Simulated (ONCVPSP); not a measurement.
# Pseudopotential generation for Mg: ONCV, PBEsol

Task: generate the file, and judge it by its errors in other configurations, its logarithmic derivatives, its ghosts and its cutoff.

The numbers are computed with ONCVPSP 4.0.1 (PBEsol, scalar-relativistic, spin-unpolarised reference atom).

## 1. Settings

Typed settings, in words:

| Property | Result |
| --- | --- |
| element | magnesium (Mg, Z = 12) |
| type | optimised norm-conserving Vanderbilt (ONCV) |
| frozen core | [He] 2s2 |
| valence charge | 8 |
| reference configuration | 2p6 3s2 |
| partial waves | 3s: rc 2.35 bohr, ncon 4, nbas 8, qcut 3.5 1/bohr, 2 projectors, debl 2.3 Ha; 2p: rc 0.75 bohr, ncon 5, nbas 8, qcut 16.3 1/bohr, 2 projectors, debl 0.3 Ha; d scattering state at 0.29 Ha: rc 1.85 bohr, ncon 5, nbas 9, qcut 6.1 1/bohr, 3 projectors, debl 1.2 Ha |
| local potential | polynomial inside 0.55 bohr (lpopt 5, dvloc0 1 Ha) |
| core correction | Teter function, fcfact 2.5, rcfact 1.55 |

The outer shells as boxes (Hund's rule for the drawing; the calculation is spin-unpolarised):

```
[He] core
2s [↑↓]
2p [↑↓][↑↓][↑↓]
3s [↑↓]
```

The nodes and maxima of the atom's own shells, from an earlier all-electron run, set the scale for the radii.

All-electron outer shells of the reference configuration (PBEsol, scalar-relativistic, ld1.x):

| shell | level (eV) | outermost node (bohr) | outermost maximum (bohr) |
| --- | --- | --- | --- |
| 2s | -79.59 | 0.18 | 0.55 |
| 2p | -46.55 | – | 0.48 |
| 3s | -4.68 | 0.90 | 2.56 |
| 3p | -1.30 | 0.96 | 3.50 |

## 2. Generating the potential

The input, Mg.dat:

```
# ATOM AND REFERENCE CONFIGURATION
# atsym  z   nc   nv     iexc    psfile
  Mg 12.00    2    2  -116133      upf
#
#   n    l    f
    1    0    2.00
    2    0    2.00
    2    1    6.00
    3    0    2.00
#
# PSEUDOPOTENTIAL AND OPTIMIZATION
# lmax
    2
#
#   l,   rc,      ep,       ncon, nbas, qcut
    0    2.35    0.00    4    8    3.50
    1    0.75    0.00    5    8   16.30
    2    1.85    0.29    5    9    6.10
#
# LOCAL POTENTIAL
# lloc, lpopt,  rc(5),   dvloc0
    4    5    0.55    1.00
#
# VANDERBILT-KLEINMAN-BYLANDER PROJECTORs
# l, nproj, debl
    0    2    2.30
    1    2    0.30
    2    3    1.20
#
# MODEL CORE CHARGE
# icmod, fcfact, rcfact
    3    2.50    1.55
#
# LOG DERIVATIVE ANALYSIS
# epsh1, epsh2, depsh
   -3.00    5.00    0.02
#
# OUTPUT GRID
# rlmax, drl
    6.00    0.01
#
# TEST CONFIGURATIONS
# ncnf
    4
# nvcnf
#   n    l    f
    2
    2    1    6.00
    3    0    1.00
#
    2
    2    1    6.00
    3    0    0.00
#
    2
    2    1    6.00
    3    0    1.50
#
    3
    2    1    6.00
    3    0    0.00
    3    1    1.00
#
```

Launch:

```
$ oncvpsp.x < Mg.dat > Mg.out
```

**Question.** What will these runs give? Wanted: cutoffs for 1 and 0.1 mHa per electron, occupied waves; bound ghosts; GHOST(+) flags; largest test error; largest phase difference near zero energy, channels read; rms error of d²Exc/dn², without and with the model core; projector energies reset by the program.

**Answer**, as computed:

| quantity | value |
| --- | --- |
| cutoffs for 1 and 0.1 mHa per electron, occupied waves | 122 Ha and 256 Ha |
| bound ghosts | s at -63.52 eV |
| GHOST(+) flags | none at low energy |
| largest test error (AE − PS) | +45 meV, for 2p6 3s0 |
| largest phase difference near zero energy, channels read | 0.000 rad |
| rms error of d²Exc/dn², without and with the model core | 8.33 and 6.92 mHa |
| projector energies reset by the program | p: -1.711, 0.250 Ha |

In words: It has a bound ghost (s), a state that the atom doesn't have, and that rules the file out. The worst unpolarised test, 2p6 3s0, is off by 45 meV on 22.7 eV; by total energies transferability rates as fair. It counts as very hard, with 122 Ha needed at the looser tolerance. At the looser tolerance the 2p wave is the slowest; 3s needs 4 Ha. Near zero energy the phases of the channels with partial waves agree within 0.001 rad. All of this concerns the isolated atom, not yet a solid.
